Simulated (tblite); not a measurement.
# C7H10GeS: the cost of one run

Programs: tblite 0.8.0 and PySCF 2.14.0, with density-fitted response routines of our own. Each step states its level of theory. These are calculated values for one molecule, in the gas phase or a continuum, unless marked as measured. Atoms count from 0, in the outputs and in this text.

## (1) Starting geometry

19 atoms, charge 0, multiplicity 1; geometry from: force field or distance geometry start.

Bonds of the start (Å): C0–C1 1.36, C1–S2 1.79, S2–C3 1.79, C3–Ge4 1.89, Ge4–C5 1.94, C5–C6 1.50, C6–C7 1.53, C3–C8 1.36, C8–C0 1.35, C7–Ge4 1.94, C0–H9 1.12, C1–H10 1.06, Ge4–H11 1.53, C5–H12 1.11, C5–H13 1.11, C6–H14 1.13, C6–H15 1.10, C7–H16 1.10, C7–H17 1.11, C8–H18 1.13.

## (2) Optimising the geometry with GFN2-xTB

The job: settings as JSON, then the geometry in Å.

```
{"job": {"kind": "relax", "xc": "GFN2-xTB", "basis": "xTB"}, "charge": 0, "multiplicity": 1}
C      3.435600    -0.299100     0.347300
C      3.531000     0.155400    -0.933900
S      1.805400     0.399400    -1.336600
C      1.099200    -0.111000     0.231500
Ge    -0.717600    -0.191400     0.751500
C     -1.922600    -1.082600    -0.473900
C     -2.949800    -0.022100    -0.203100
C     -1.836700     1.031100    -0.255200
C      2.226300    -0.431400     0.921800
H      4.362400    -0.556200     0.921300
H      4.410800     0.301400    -1.500400
H     -1.040000    -0.310200     2.246300
H     -2.301200    -2.054800    -0.096000
H     -1.501600    -1.093300    -1.501100
H     -3.398700    -0.136700     0.822700
H     -3.728500     0.069000    -0.969300
H     -2.098600     1.925500     0.325900
H     -1.515100     1.229900    -1.296200
H      2.129900    -0.798600     1.989800
```

The run is started by

```sh
> OMP_NUM_THREADS=1 python probes_run.py task.json out
```

One launch serves the whole session: the jobs run in the order shown.

Q: Estimate the wall time and peak memory of this first job on 1 thread of Intel Xeon at 2.50GHz, shared host.

About 2.8 s, with a peak of 0.18 GiB.
